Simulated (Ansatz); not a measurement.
From input file to script: Ir3Os, space group Pm-3m in Ansatz 0.2.0.

```yaml
crystal:
  lattice:
    a: 3.848074
    b: 3.848074
    c: 3.848074
    alpha: 90.0
    beta: 90.0
    gamma: 90.0
  atoms:
    - { symbol: Os, position: [0.0, 0.0, 0.0] }
    - { symbol: Ir, position: [0.0, 0.5, 0.5] }
    - { symbol: Ir, position: [0.5, 0.5, 0.0] }
    - { symbol: Ir, position: [0.5, 0.0, 0.5] }
basis:
  ecutwfc: 571.4391111657479
kpoints:
  mp_grid:
    grid: [6, 6, 6]
hamiltonian:
  xc: lda
scf:
  n_extra_bands: 14
  occupations:
    method: fermi_dirac
    width: 0.1
output:
  dos:
    de: 0.1
    method:
      smearing:
        sigma: 0.15
    projected: true
```

Script `pdos.py`:
```python
"""Which atoms and shells make the states of Ir3Os."""

import ansatz as az
import numpy as np

crystal = (
    az.Lattice.from_parameters(3.848074, 3.848074, 3.848074, alpha=90.0, beta=90.0, gamma=90.0)
    .atom("Os", (0.0, 0.0, 0.0))
    .atom("Ir", (0.0, 0.5, 0.5))
    .atom("Ir", (0.5, 0.5, 0.0))
    .atom("Ir", (0.5, 0.0, 0.5))
)

model = (
    crystal.calculation()
    .occupations("fermi_dirac", width=0.1)
    .basis(21 * az.Ha)
    .kpoints(6)
    .functional("LDA")
    .scf(extra_bands=14)
    .density_of_states(projected=True, method="smearing", broadening_width=0.15, energy_step=0.1)
)
done = model.run(threads=1)
data = done.report

dos = done.density_of_states()
energy = np.asarray(dos.energies_ev) - dos.fermi_ev
curves = {}
for site in done.projected_density_of_states().sites:
    for shell in site.shells:
        weight = sum(np.sum(curve.g_bin_mean_per_ev, axis=0) for curve in shell.curves)
        name = f"{site.species} {shell.label}"
        curves[name] = curves.get(name, 0) + weight

print("E-EF   " + " ".join(f"{name:>8s}" for name in curves))
for e in np.arange(-8, 4 + 0.1, 0.5):
    print(f"{e:5.1f}  " + " ".join(f"{np.interp(e, energy, g):8.3f}" for g in curves.values()))
```

```console
$ python pdos.py
E-EF      Os 5S    Os 6S    Os 5P    Os 5D    Ir 5S    Ir 6S    Ir 5P    Ir 5D
 -8.0     0.002    0.130    0.004    0.079    0.005    0.462    0.009    0.259
 -7.5     0.003    0.297    0.006    0.318    0.006    0.732    0.019    1.113
 -7.0     0.002    0.283    0.010    0.759    0.005    0.949    0.026    2.631
 -6.5     0.001    0.141    0.008    1.178    0.002    0.424    0.020    4.408
 -6.0     0.000    0.073    0.005    0.455    0.000    0.205    0.015    1.814
 -5.5     0.000    0.021    0.006    0.951    0.000    0.108    0.022    3.033
 -5.0     0.000    0.055    0.013    1.032    0.000    0.123    0.028    4.190
 -4.5     0.000    0.022    0.007    0.884    0.000    0.274    0.027    4.110
 -4.0     0.000    0.076    0.005    0.920    0.000    0.108    0.011    3.928
 -3.5     0.000    0.078    0.010    1.542    0.001    0.461    0.034    5.461
 -3.0     0.000    0.114    0.007    1.197    0.000    0.313    0.018    4.575
 -2.5     0.000    0.048    0.002    0.830    0.000    0.051    0.008    2.405
 -2.0     0.000    0.072    0.003    0.764    0.001    0.166    0.008    3.109
 -1.5     0.000    0.041    0.002    0.803    0.000    0.115    0.008    3.441
 -1.0     0.000    0.044    0.000    1.038    0.000    0.030    0.003    1.793
 -0.5     0.000    0.028    0.001    0.693    0.000    0.064    0.003    1.969
  0.0     0.000    0.018    0.001    1.515    0.000    0.064    0.003    1.957
  0.5     0.000    0.020    0.001    0.864    0.001    0.099    0.002    2.857
  1.0     0.000    0.026    0.001    1.258    0.001    0.109    0.001    4.053
  1.5     0.000    0.057    0.001    1.794    0.001    0.226    0.002    3.027
  2.0     0.000    0.017    0.000    0.147    0.001    0.126    0.001    0.479
  2.5     0.000    0.025    0.000    0.182    0.000    0.041    0.000    0.191
  3.0     0.000    0.004    0.001    0.018    0.006    0.637    0.001    0.715
  3.5     0.003    0.291    0.000    0.487    0.005    0.376    0.001    0.467
  4.0     0.000    0.002    0.000    0.047    0.002    0.119    0.000    0.113
```

Notes:
- The mesh is modest for a metal, so energies can be off by several to tens of meV an atom and pressures by half a GPa or more; differences at equal mesh fare better.
- Spin-orbit coupling, which matters for elements this heavy, is left out.
- This cell is a computed structure, which may not be the phase found in nature.
- Curves are summed over the cell's atoms. Only shells that the potentials hold have channels, so projections don't add up to the total, least of all where a shell is missing (p of most metals); heights and places of peaks move with the mesh.
- The density of states is complete only as far up as bands were computed.
- Timing: 3.8 s on 1 thread of Arm Neoverse V2, with other jobs on the host, peak memory 0.43 GiB.

(Lines on the test bed's own set-up are left out of the output.)
